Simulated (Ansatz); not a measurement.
# YGaC4N4: the cost of one run

Method: DFT PBE, scalar-relativistic, plane waves, PAW, in Ansatz 0.2.0.

## (1) Starting point

The structure is cubic, space group P-43m (No. 215). Conventional cell: a = 6.075 Å, b = 6.075 Å, c = 6.075 Å, α = 90.00°, β = 90.00°, γ = 90.00°. Around Y (site symmetry -43m) lie 4 C at 2.11 Å. Ga (site symmetry -43m) is surrounded by 4 N at 1.99 Å. C (site symmetry 3m) has 1 N at 1.17 Å in its first shell of neighbours. Around N (site symmetry 3m) lie 1 C at 1.17 Å and 1 Ga at 1.99 Å.

As a file:

```
CELL_PARAMETERS angstrom
6.07488 0.00000 0.00000
0.00000 6.07488 0.00000
0.00000 0.00000 6.07488
ATOMIC_POSITIONS crystal
Y 0.00000 0.00000 0.00000
Ga 0.50000 0.50000 0.50000
C 0.20015 0.20015 0.20015
C 0.20015 0.79985 0.79985
C 0.79985 0.20015 0.79985
C 0.79985 0.79985 0.20015
N 0.31135 0.31135 0.31135
N 0.31135 0.68865 0.68865
N 0.68865 0.31135 0.68865
N 0.68865 0.68865 0.31135
```

Recipe of the guess: two interpenetrating cyanide-bridged diamond nets (P-43m, No. 215). Its size is a rough estimate.

## (2) A first look at the guess

The input, input.yaml:

```yaml
crystal:
  lattice:
    - [6.07487953, 0.0, 0.0]
    - [0.0, 6.07487953, 0.0]
    - [0.0, 0.0, 6.07487953]
  atoms:
    - { symbol: "Y", position: [0.0, 0.0, 0.0] }
    - { symbol: Ga, position: [0.5, 0.5, 0.5] }
    - { symbol: C, position: [0.20015206, 0.20015206, 0.20015206] }
    - { symbol: C, position: [0.20015206, 0.79984794, 0.79984794] }
    - { symbol: C, position: [0.79984794, 0.20015206, 0.79984794] }
    - { symbol: C, position: [0.79984794, 0.79984794, 0.20015206] }
    - { symbol: "N", position: [0.31134765, 0.31134765, 0.31134765] }
    - { symbol: "N", position: [0.31134765, 0.68865235, 0.68865235] }
    - { symbol: "N", position: [0.68865235, 0.31134765, 0.68865235] }
    - { symbol: "N", position: [0.68865235, 0.68865235, 0.31134765] }
basis:
  ecutwfc: 420
kpoints:
  mp_grid: { grid: [4, 4, 4] }
hamiltonian:
  xc: pbe
scf:
  occupations: { method: gaussian, width: 0.1 }
  lower_state_search: "off"
output:
  forces: true
  stress: true
  eigenvalues: true
```

Started as:

```
$ ansatz run input.yaml --threads 1 --pin off --max-ram 2560MiB --backend cpu --events-out ev --progress --plain --runs-dir out
```

What time and memory should one allow on 1 thread of Intel Xeon 6975P-C (Granite Rapids), shared host?

About 4.8 s, with a peak of 0.49 GiB.
